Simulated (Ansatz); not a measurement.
**Cu(PF3)H (CuF₃HP): structure and electronic state**

Aim: characterise Cu(PF3)H (CuF₃HP) as a singlet: its structure, frontier levels and distribution of charge.

Program: Ansatz 0.2.0, Gaussian basis. Level of theory: RKS PBE0-D4/def2-TZVP. These are calculated values, not measurements.

The runs, in order: relaxation at PBE0-D4/def2-SVP; a search for the lowest solution at PBE0-D4/def2-SVP; a single point at PBE0-D4/def2-TZVP.

### 1 The system as given

6 atoms, charge 0, spin multiplicity 1.

Atoms are counted from 1 here; the program's logs count them from 0.

Bond lengths: Cu1–P2 2.214 Å, Cu1–H6 1.490 Å, P2–F3 1.586 Å, P2–F4 1.586 Å, P2–F5 1.587 Å. Angles: P2–Cu1–H6 179.1°, Cu1–P2–F3 123.0°, Cu1–P2–F4 120.8°, Cu1–P2–F5 121.9°, F3–P2–F4 94.6°, F3–P2–F5 94.7°, F4–P2–F5 94.6°.

Formally the metal is d10. No spin-orbit coupling is included.

The start is a GFN2-xTB geometry.

### 2 Relaxation at PBE0-D4/def2-SVP

File in.yaml:

```yaml
crystal:
  periodic: [false, false, false]
  atoms:
    - {symbol: Cu, position_ang: [-0.014860, 0.015730, -1.646700]}
    - {symbol: P, position_ang: [-0.003180, 0.011440, 0.567300]}
    - {symbol: F, position_ang: [0.128450, 1.333460, 1.434270]}
    - {symbol: F, position_ang: [1.111550, -0.780510, 1.371570]}
    - {symbol: F, position_ang: [-1.211480, -0.577610, 1.410010]}
    - {symbol: H, position_ang: [-0.010480, -0.002510, -3.136460]}
basis:
  gaussian: {orbitals: def2-SVP}
hamiltonian: {xc: pbe0, dispersion: d4}
scf: {omitted_lower_state_checks: [starts]}
output: {orbitals: {seedname: orbitals}}
relax: {f_tol: 0.02, max_steps: 100}
```

Run with:

```bash
$ ansatz run in.yaml --threads 4 --pin off --events-out ev --progress --plain --max-ram 3916MiB
```

The runs that follow: Searching for the lowest solution, PBE0-D4/def2-SVP; Single point, PBE0-D4/def2-TZVP.

**Question.** What will the summary of the whole plan be? Wanted: point group; near neighbours of the metal; HOMO, LUMO at PBE0-D4/def2-TZVP; charge on the metal; dipole at PBE0-D4/def2-SVP.

As calculated:

```
                                         quantity             value
                                      point group               C3v
                     near neighbours of the metal  P 2.18, H 1.53 Å
                  HOMO, LUMO at PBE0-D4/def2-TZVP   -6.96, -1.77 eV
charge on the metal (Mulliken, PBE0-D4/def2-TZVP)           -0.40 e
                       dipole at PBE0-D4/def2-SVP            2.99 D
```

What this shows: The molecule keeps its bonding pattern by the stored test; the atoms moved 0.05 Å (rms). The metal has 2 near neighbours by the distance rule, from 1.53 to 2.18 Å. The Mulliken charge of the metal, -0.40 e, depends on the basis and isn't its oxidation state. No usable vibrations, so a minimum isn't proven. Whether this spin is the lowest isn't tested here.
